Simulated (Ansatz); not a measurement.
# CaFe2As2: the cost of one run

Program: Ansatz 0.2.0. Level of theory: DFT LDA, scalar-relativistic, plane waves, PAW. These are calculated values, not measurements.

## (1) The starting structure

Symmetry: I4/mmm, No. 139, tetragonal system. Conventional cell: a = 3.892 Å, b = 3.892 Å, c = 10.063 Å, α = 90.00°, β = 90.00°, γ = 90.00°. Around Ca (site symmetry 4/mmm) lie 8 As at 3.08 Å and 8 Fe at 3.18 Å. Around Fe (site symmetry -4m2) lie 4 As at 2.26 Å. Around As (site symmetry 4mm) lie 4 Fe at 2.26 Å and 1 As at 2.75 Å and 4 Ca at 3.08 Å.

Structure file:

```
Ca Fe As
1.0
     0.00000    2.75236    5.03157
     2.75240    0.00000    5.03157
     2.75240    2.75236    0.00000
Ca Fe As
1 2 2
Direct
  0.50000 0.50000 0.50000
  0.25000 0.25000 0.25000
  0.75000 0.75000 0.75000
  0.86358 0.86358 0.13642
  0.13642 0.13642 0.86358
```

## (2) Bands and density of states at the final cell

File input.yaml:

```yaml
crystal:
  lattice:
    - [0.0, 2.7523599551, 5.0315699196]
    - [2.7524030147, 0.0, 5.0315699196]
    - [2.7524030147, 2.7523599551, 0.0]
  atoms:
    - { symbol: Ca, position: [0.5, 0.5, 0.5] }
    - { symbol: Fe, position: [0.25, 0.25, 0.25] }
    - { symbol: Fe, position: [0.75, 0.75, 0.75] }
    - { symbol: As, position: [0.8635797492, 0.8635797492, 0.1364202508] }
    - { symbol: As, position: [0.1364202508, 0.1364202508, 0.8635797492] }
basis:
  ecutwfc: 420
  ecutrho_ratio: 4
kpoints:
  mp_grid: { grid: [12, 12, 12] }
  band_path:
    path:
      - [[0.0, 0.0, 0.0], [0.49999609, 3.91e-06, 0.5], [0.74999609, 0.25000391, 0.5], [0.49999609, 0.50000391, 0.5], [0.0, 0.0, 0.0], [0.5, 0.5, 0.0], [0.71259248, 0.71259914, 0.42519162]]
      - [[0.28739969, 0.28740869, 0.57480838], [0.0, 0.0, 0.0]]
      - [[0.49999609, 3.91e-06, 0.5], [0.4999955, 0.07481287, 0.57480838]]
      - [[0.9251883, 0.50000333, 0.42519162], [0.5, 0.5, 0.0]]
    npoints: 14
hamiltonian:
  xc: lda
scf:
  occupations: { method: gaussian, width: 0.05 }
  n_extra_bands: 22
output:
  forces: true
  stress: true
  eigenvalues: true
  populations: true
  dos: { projected: true, de: 0.02, nscf_kmesh: { grid: [18, 18, 18] } }
  bader: true
```

Launch:

```bash
ansatz run input.yaml --threads 4 --pin off --max-ram 10240MiB --backend cpu --events-out ev --progress --plain --runs-dir out
```

What time and memory should one allow on 4 threads of Intel Xeon Platinum 8223CL at 3.00GHz (Skylake/Cascade Lake), shared host?

About 65 s, with a peak of 2.2 GiB.
